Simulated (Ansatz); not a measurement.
Working through a ladder of basis sets of CuH

With the Ansatz DFT code, driven from Python.

The cells in order, each with its output:

In [1]:
```python
import ansatz as az
```

In [2]:
```python
mol = (
    az.Crystal.molecule()
    .atom("Cu", (0.0, 0.0, 0.0))
    .atom("H", (0.0, 0.0, 1.455))
)
```

In [3]:
```python
calc = mol.calculation().functional("hf")
```

In [4]:
```python
energies = {}
for basis in ["STO-3G", "6-31G", "6-31G*", "def2-SVP", "def2-SVPD", "def2-TZVP", "def2-TZVPP"]:
    rep = calc.basis(gaussian=basis).run().report
    size = rep["n_frozen"] + rep["n_occupied"][0] + rep["n_virtual"][0]
    energies[basis] = (rep["reference_energy_ev"] / 27.211386246, rep["free_energy_ev"] / 27.211386246)
    print(f"{basis:14s} {size:4d} orbitals  reference {energies[basis][0]:14.6f} Ha  total {energies[basis][1]:14.6f} Ha")

last = energies["def2-TZVPP"][1]
for basis, (_, total) in energies.items():
    print(f"{basis:14s} lies {27.211386 * (total - last):9.4f} eV above def2-TZVPP")
```
```text
STO-3G           19 orbitals  reference   -1620.848533 Ha  total   -1620.848533 Ha
6-31G            31 orbitals  reference   -1639.135045 Ha  total   -1639.135045 Ha
6-31G*           38 orbitals  reference   -1639.136548 Ha  total   -1639.136548 Ha
def2-SVP         36 orbitals  reference   -1639.235881 Ha  total   -1639.235881 Ha
def2-SVPD        42 orbitals  reference   -1639.240641 Ha  total   -1639.240641 Ha
def2-TZVP        51 orbitals  reference   -1639.470244 Ha  total   -1639.470244 Ha
def2-TZVPP       78 orbitals  reference   -1639.471785 Ha  total   -1639.471785 Ha
STO-3G         lies  506.7645 eV above def2-TZVPP
6-31G          lies    9.1632 eV above def2-TZVPP
6-31G*         lies    9.1223 eV above def2-TZVPP
def2-SVP       lies    6.4193 eV above def2-TZVPP
def2-SVPD      lies    6.2897 eV above def2-TZVPP
def2-TZVP      lies    0.0419 eV above def2-TZVPP
def2-TZVPP     lies    0.0000 eV above def2-TZVPP
```

Against STO-3G: 6-31G -18286.5 mHa, 6-31G* -18288.0 mHa, def2-SVP -18387.3 mHa, def2-SVPD -18392.1 mHa, def2-TZVP -18621.7 mHa and def2-TZVPP -18623.3 mHa. The last step alone is -1.54 mHa (these two sets differ little on atoms other than hydrogen).

Notes:
- The drop along the ladder measures the basis error, and is no property of the molecule.
- The geometry is a force-field or estimated start, not a minimum of this method, and the last set is no limit. Much of the fall in a total is atomic energy, which cancels in bond and reaction energies.
- Totals across families of basis sets mostly measure their core functions.
- Finished in 2 s on 1 thread of Arm Neoverse V2 (shared host), peak memory 0.18 GiB.
